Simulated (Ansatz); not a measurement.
# Ti: the cost of one run

Computed with Ansatz 0.2.0 (DFT PBEsol, scalar-relativistic, plane waves, PAW, unless a step's input says otherwise).

73 further runs of the same task are left out: 73 set aside as unsound or not needed. Runs told in other sessions of the task aren't counted.

### 1 The starting structure

It takes space group P6/mmm (No. 191, hexagonal). The conventional cell has a = 4.567 Å, b = 4.567 Å, c = 2.826 Å, α = 90.00°, β = 90.00°, γ = 120.00°. Around Ti (site symmetry 6/mmm) lie 14 Ti at 2.83 to 2.99 Å. Around Ti (site symmetry -6m2) lie 11 Ti at 2.64 to 2.99 Å.

Coordinates:

```cif
data_structure
_symmetry_space_group_name_H-M 'P 1'
_symmetry_Int_Tables_number 1
_cell_length_a 4.5674
_cell_length_b 4.5674
_cell_length_c 2.8262
_cell_angle_alpha 90.000
_cell_angle_beta 90.000
_cell_angle_gamma 120.000
_cell_volume 51.06
loop_
_atom_site_label
_atom_site_type_symbol
_atom_site_fract_x
_atom_site_fract_y
_atom_site_fract_z
_atom_site_occupancy
Ti1 Ti 0.00000 0.00000 0.00000 1
Ti2 Ti 0.33333 0.66667 0.50000 1
Ti3 Ti 0.66667 0.33333 0.50000 1
```

Source of the structure: the Materials Project (structure only).

### 5 The grid

The energy is mapped over the lattice constants a and c of the conventional cell.

First coordinate, lattice constant a (and b): 11 values from 4.380 to 4.650 Å. Second coordinate, lattice constant c: 11 values from 2.462 to 3.134 Å.

Nothing else is relaxed (symmetry fixes all fractional coordinates). Energies count from the relaxed crystal. Points are written as (first, second).

(The set-up runs are not shown.)

### 6 The run at (4.380 Å, 2.462 Å)

input.yaml reads:

```yaml
crystal:
  lattice:
    - [4.3795, 0.0, 0.0]
    - [-2.18975, 3.7927582559, 0.0]
    - [0.0, 0.0, 2.4625]
  atoms:
    - { symbol: Ti, position: [0.0, 0.0, 0.0] }
    - { symbol: Ti, position: [0.3333333333, 0.6666666667, 0.5] }
    - { symbol: Ti, position: [0.6666666667, 0.3333333333, 0.5] }
basis:
  ecutwfc: 520.0
kpoints:
  mp_grid: { grid: [12, 12, 14] }
hamiltonian:
  xc: pbesol
  pseudopotentials: { kind: paw, azcp: { folder: soft_1 } }
scf:
  occupations: { method: gaussian, width: 0.15 }
output:
  forces: true
  stress: true
  eigenvalues: true
```

On the command line:

```console
ansatz run input.yaml --threads 2 --pin off --max-ram 4096MiB --backend cpu --events-out ev --progress --plain --runs-dir out
```

**Question.** How long does this run take on 2 threads of Intel Xeon 6975P-C (Granite Rapids), shared host, and how much memory does it need?

About 2.8 s, with a peak of 0.49 GiB.
